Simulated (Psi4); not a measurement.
**UBLYP/def2-SVP (core potential) run of InNH2Cl (SMILES [NH2][In][Cl])**

What is the energy change on altering one bond length of InNH2Cl at UBLYP/def2-SVP (core potential)? 

The calculation is run with Psi4 1.11.

1 further run of the same task is left out (it didn't finish).

## (1) The structure to begin with

InNH2Cl has 5 atoms, charge 0, and is taken as a doublet. SMILES: `[NH2][In][Cl]`. The shape is that of a PBE0-D4/def2-TZVP optimisation. This is one conformer, not always the lowest.

Bond lengths: N1–In2 2.072 Å, In2–Cl3 2.369 Å, N1–H4 1.015 Å, N1–H5 1.017 Å. Angles: N1–In2–Cl3 113.1°, In2–N1–H4 113.0°, In2–N1–H5 110.3°, H4–N1–H5 107.4°.

## (2) Energy and gradient at UBLYP/def2-SVP (core potential)

job.py reads:

```python
import psi4

psi4.set_memory('2200 MB')
psi4.set_num_threads(1)
psi4.core.set_output_file('psi4.out', False)

m = psi4.geometry("""
0 2
N
In 1 2.072358
Cl 2 2.369007 1 113.1207
H 1 1.014642 2 113.009 3 -164.07964
H 1 1.017033 4 107.38364 2 -121.86895
symmetry c1
""")

options = {'basis': 'def2-SVP', 'reference': 'uks', 'puream': True, 'e_convergence': 1e-09, 'd_convergence': 1e-08, 'scf_type': 'pk', 'dft_radial_points': 99, 'dft_spherical_points': 590, 'maxiter': 100}
psi4.set_options(options)

energy_value, wavefunction = psi4.gradient("blyp", molecule=m, return_wfn=True)
psi4.oeprop(wavefunction, "DIPOLE", "QUADRUPOLE", "WIBERG_LOWDIN_INDICES")
print('gradient / Eh bohr^-1')
print(energy_value.np.round(6))
print(f'energy = {wavefunction.energy():.10f} Eh')
for k, v in sorted(psi4.core.scalar_variables().items()):
    print(f'{k:45s} {v:18.10f}')
```

Command:

```bash
python job.py
```

psi4.out:

```text
[...]
    !!!  WARNING: ECP capability is in beta. Please check occupations closely.  !!!
[...]
  Running in c1 symmetry.
[...]
  Nuclear repulsion =  154.716506523154180
[...]
  Multiplicity = 2
[...]
  Nalpha       = 24
  Nbeta        = 23
[...]
    Number of basis functions: 68
[...]
   @UKS iter   1:  -705.55754260360732   -6.20406e-01   1.51160e-02 DIIS/ADIIS
[...]
   @UKS iter  14:  -706.06419385041067   -3.86535e-12   4.84908e-09 DIIS
[...]
   @S^2 Observed:                7.526274369E-01
[...]
    Orbital Energies [Eh]
    ---------------------
    Alpha Occupied:
       1A   -100.665036     2A    -14.020408     3A     -9.130773
       4A     -6.967028     5A     -6.960678     6A     -6.960294
       7A     -4.484330     8A     -2.926855     9A     -2.923030
      10A     -2.920237    11A     -0.763037    12A     -0.717502
      13A     -0.687799    14A     -0.686235    15A     -0.685885
      16A     -0.677357    17A     -0.659928    18A     -0.426458
      19A     -0.375853    20A     -0.296762    21A     -0.252291
      22A     -0.247613    23A     -0.233961    24A     -0.183290
    Alpha Virtual:
      25A     -0.067503    26A     -0.007144    27A     -0.001419
[...]
  @UKS Final Energy:  -706.06419385041067
   => Energetics <=
    Nuclear Repulsion Energy =            154.7165065231541803
    One-Electron Energy =               -1354.8313656350831025
    Two-Electron Energy =                 546.6286969652037442
    DFT Exchange-Correlation Energy =     -52.5780317036853901
    Empirical Dispersion Energy =           0.0000000000000000
    VV10 Nonlocal Energy =                  0.0000000000000000
    Total Energy =                       -706.0641938504106747
[...]
  -Total Gradient:
     Atom            X                  Y                   Z
    ------   -----------------  -----------------  -----------------
       1        0.013339177516     0.003805489224     0.008314393998
       2       -0.000303136900    -0.016055593960    -0.013966964495
       3        0.000400967565     0.015850532680    -0.006562497381
       4       -0.003656881281    -0.012224400637     0.006430351253
       5       -0.009773459737     0.008610924238     0.005796705194
[...]
 Multipole Moments:
 ------------------------------------------------------------------------------------
     Multipole            Electronic (a.u.)      Nuclear  (a.u.)        Total (a.u.)
 ------------------------------------------------------------------------------------
 L = 1.  Multiply by 2.5417464519 to convert [e a0] to [Debye]
 Dipole X            :         -0.8403851            1.2383142            0.3979291
 Dipole Y            :         29.8683104          -28.9179590            0.9503514
 Dipole Z            :          5.4061588           -6.0162438           -0.6100850
 Magnitude           :                                                    1.1973801
 L = 2.  Multiply by 1.3450342976 to convert [e a0^2] to [Debye ang]
 Quadrupole XX       :        -32.0448514            1.7633236          -30.2815278
 Quadrupole XY       :         -1.1203721            1.0028862           -0.1174859
[...]
```

Standard output:

```text
gradient / Eh bohr^-1
[[ 0.013339  0.003805  0.008314]
 [-0.000303 -0.016056 -0.013967]
 [ 0.000401  0.015851 -0.006562]
 [-0.003657 -0.012224  0.00643 ]
 [-0.009773  0.008611  0.005797]]
energy = -706.0641938504 Eh
CURRENT ENERGY                                   -706.0641938504
CURRENT REFERENCE ENERGY                         -706.0641938504
DD SOLVATION ENERGY                                 0.0000000000
DFT FUNCTIONAL TOTAL ENERGY                      -706.0641938504
DFT TOTAL ENERGY                                 -706.0641938504
DFT VV10 ENERGY                                     0.0000000000
DFT XC ENERGY                                     -52.5780317037
GRID ELECTRONS ALPHA                               24.0000003118
GRID ELECTRONS BETA                                23.0000003408
GRID ELECTRONS TOTAL                               47.0000006526
NUCLEAR REPULSION ENERGY                          154.7165065232
ONE-ELECTRON ENERGY                             -1354.8313656351
PCM POLARIZATION ENERGY                             0.0000000000
PE ENERGY                                           0.0000000000
SCF ITERATION ENERGY                             -706.0641938504
SCF ITERATIONS                                     14.0000000000
SCF TOTAL ENERGY                                 -706.0641938504
TWO-ELECTRON ENERGY                               546.6286969652
XC GRID RADIAL POINTS                              99.0000000000
XC GRID SPHERICAL POINTS                          590.0000000000
XC GRID TOTAL POINTS                           277893.0000000000
```

Run time: 34 s. Hardware: 1 thread of Intel Xeon at 2.50GHz (Skylake/Cascade Lake), shared host; peak memory 0.69 GiB.

## (3) The distorted shape: the energy at UBLYP/def2-SVP (core potential)

input.in reads:

```
memory 2200 mb

molecule {
  0 2
  N     -1.044142     1.305446    -1.079895
  In    -1.313142    -0.720954    -0.739295
  Cl     1.391500    -2.211500     1.018700
  H     -1.901242     1.780646    -1.342695
  H     -0.689242     1.760046    -0.242195
  symmetry c1
}

set {
  basis                def2-SVP
  reference            uks
  puream               true
  e_convergence        1e-09
  d_convergence        1e-08
  scf_type             pk
  dft_radial_points    99
  dft_spherical_points 590
  maxiter              100
}

e, wfn = energy("blyp", return_wfn=True)
oeprop(wfn, "MAYER_INDICES", "MULLIKEN_CHARGES", "LOWDIN_CHARGES", title="BLYP")
```

Command:

```bash
psi4 input.in input.out -n 1
```

input.out:

```text
[...]
    !!!  WARNING: ECP capability is in beta. Please check occupations closely.  !!!
[...]
  Running in c1 symmetry.
[...]
  Nuclear repulsion =  123.518662029254287
[...]
  Multiplicity = 2
[...]
  Nalpha       = 24
  Nbeta        = 23
[...]
    Number of basis functions: 68
[...]
   @UKS iter   1:  -705.47156033894657   -6.79139e-01   1.52340e-02 ADIIS/DIIS
[...]
   @UKS iter  20:  -706.01814240073679   -1.02318e-12   2.67775e-09 DIIS
[...]
   @S^2 Observed:                7.539560353E-01
[...]
    Orbital Energies [Eh]
    ---------------------
    Alpha Occupied:
       1A   -100.637662     2A    -14.030562     3A     -9.100685
       4A     -6.942077     5A     -6.929440     6A     -6.928538
       7A     -4.498580     8A     -2.940390     9A     -2.939236
      10A     -2.932500    11A     -0.775061    12A     -0.702287
      13A     -0.702249    14A     -0.698029    15A     -0.696626
      16A     -0.687746    17A     -0.646257    18A     -0.439438
      19A     -0.379157    20A     -0.263652    21A     -0.243410
      22A     -0.217302    23A     -0.207047    24A     -0.204385
    Alpha Virtual:
      25A     -0.088590    26A     -0.080760    27A     -0.020746
[...]
  @UKS Final Energy:  -706.01814240073679
   => Energetics <=
    Nuclear Repulsion Energy =            123.5186620292542869
    One-Electron Energy =               -1292.6587564152209779
    Two-Electron Energy =                 515.6426353108431613
    DFT Exchange-Correlation Energy =     -52.5206833256133265
    Empirical Dispersion Energy =           0.0000000000000000
    VV10 Nonlocal Energy =                  0.0000000000000000
    Total Energy =                       -706.0181424007367923
[...]
 Multipole Moments:
 ------------------------------------------------------------------------------------
     Multipole            Electronic (a.u.)      Nuclear  (a.u.)        Total (a.u.)
 ------------------------------------------------------------------------------------
 L = 1.  Multiply by 2.5417464519 to convert [e a0] to [Debye]
 Dipole X            :        -39.6171677           37.8409884           -1.7761794
 Dipole Y            :          2.9267129           -1.6377902            1.2889227
 Dipole Z            :        -22.2000612           21.4673951           -0.7326661
 Magnitude           :                                                    2.3136410
[...]
  Mulliken Charges: (a.u.)
   Center  Symbol    Alpha    Beta     Spin     Total
       1     N     3.77895  3.51320  0.26575 -0.29215
       2    IN    10.41266 10.21494  0.19771  0.37240
       3    CL     8.91923  8.37441  0.54483 -0.29364
       4     H     0.44517  0.45146 -0.00629  0.10337
       5     H     0.44399  0.44599 -0.00200  0.11002
   Total alpha = 24.00000, Total beta = 23.00000, Total charge = -0.00000
  Lowdin Charges: (a.u.)
   Center  Symbol    Alpha    Beta     Spin     Total
       1     N     3.70230  3.46934  0.23297 -0.17164
[...]
```

It took 31 s on 1 thread of Intel Xeon at 2.50GHz (Skylake/Cascade Lake), shared host; peak memory 0.67 GiB.

## (4) Results

Level: UBLYP/def2-SVP (core potential).

| quantity | value |
| --- | --- |
| first shape: total energy | -706.06419 Eh |
| first shape: dipole moment | 3.04 D |
| first shape: HOMO energy (highest over α and β) | -4.99 eV |
| first shape: LUMO energy (lowest over α and β) | -4.26 eV |
| first shape: ⟨S²⟩ | 0.753 |
| first shape: largest force on an atom | 1.094 eV/Å |
| distorted shape: total energy | -706.01814 Eh |
| distorted shape: dipole moment | 5.88 D |
| distorted shape: HOMO energy (highest over α and β) | -5.35 eV |
| distorted shape: LUMO energy (lowest over α and β) | -5.19 eV |
| distorted shape: ⟨S²⟩ | 0.754 |
| energy change with the In2–Cl3 bond stretched from 2.369 to 3.553 Å | 1.253 eV |

What this shows: With the In2–Cl3 bond stretched from 2.369 to 3.553 Å the energy rises by 1.25 eV (29 kcal/mol). The first shape isn't relaxed at this level, so the change isn't measured from a minimum. The largest force (first shape) is 1.09 eV/Å: the shape isn't a stationary point for this species at this level.
